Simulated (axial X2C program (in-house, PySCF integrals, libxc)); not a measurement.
**Linear CHfO at several levels**

One table from this session's results is given with a row withheld; the runs are named, their logs left out.

The runs use an in-house X2C program for linear molecules on PySCF integrals; all-electron X2C, two-component (2c) or spin-free, C dyall-v3z, Hf dyall-v3z, O dyall-av3z.

All values are calculated.

2 further runs of the same task are left out: 2 set aside as unsound or not needed.

Set-up of the first run:

File task.json:

```json
{"zs": [6, 72, 8], "q": 0, "bas": ["dyall-v3z", "dyall-v3z", "dyall-av3z"], "r0": [1.95, 1.85], "symm": 0, "scan": ["PBE0", "HF", "PBE"], "levels": ["PBE0", "HF", "BHandHLYP"], "nst": 2}
```

Keys: zs atomic numbers; q charge; bas basis sets; r0 starting distance in Å; symm equal bonds; scan levels of the two-bond scan (MP2 follows by itself at each HF point); levels methods; nst determinants followed.

On the command line:

```sh
$ python solin.py task.json out
```

Masses C 12.000, Hf 179.947, O 15.995 u.

Among the steps run: Scan at PBE0, 2c; Scan at HF, 2c; Scan at MP2, 2c.

One of the session's tables, all rows but one given; the rest of the session is left out.

```
          level  r(C–Hf) (Å)  r(Hf–O) (Å)  lower stretch (cm⁻¹)  upper stretch (cm⁻¹)
       PBE0, 2c            ?            ?                     ?                     ?
         HF, 2c        2.294        1.755                 518.3                 978.4
        MP2, 2c        2.253        1.785                 517.7                 924.5
PBE0, spin-free        2.241        1.767                 501.0                 922.3
  HF, spin-free        2.296        1.757                 518.3                 978.8
 PBE, spin-free        2.227        1.790                 484.1                 864.5
 MP2, spin-free        2.256        1.786                 517.7                 925.0
```

**Question.** Estimate the row for PBE0, 2c.

The run gave: r(C–Hf) (Å): 2.236; r(Hf–O) (Å): 1.765; lower stretch (cm⁻¹): 501.2; upper stretch (cm⁻¹): 923.5. In the column «r(C–Hf) (Å)» it lies between PBE, spin-free (2.227) and PBE0, spin-free (2.241).

Scans not shown above were run alike.

**Reading.** Over the levels the C–Hf bond spans 2.227 to 2.296 Å and the Hf–O bond 1.755 to 1.790 Å. At PBE0 going from spin-free to two-component moves the bonds by -0.005 and -0.001 Å. Each state is one determinant, the lowest of a limited PBE0 search; the stretches come from a fit to few points and are good to some per cent at best. MP2 freezes inner shells (threshold -2 hartree). The molecule was held linear; bending was not examined, so a bent shape may lie lower. Open-shell Ω = 0 determinants with evenly filled partner blocks cannot be reached by this program, so the Ω shown need not be the lowest component. Note: several unpaired electrons, one determinant need not be a pure state.
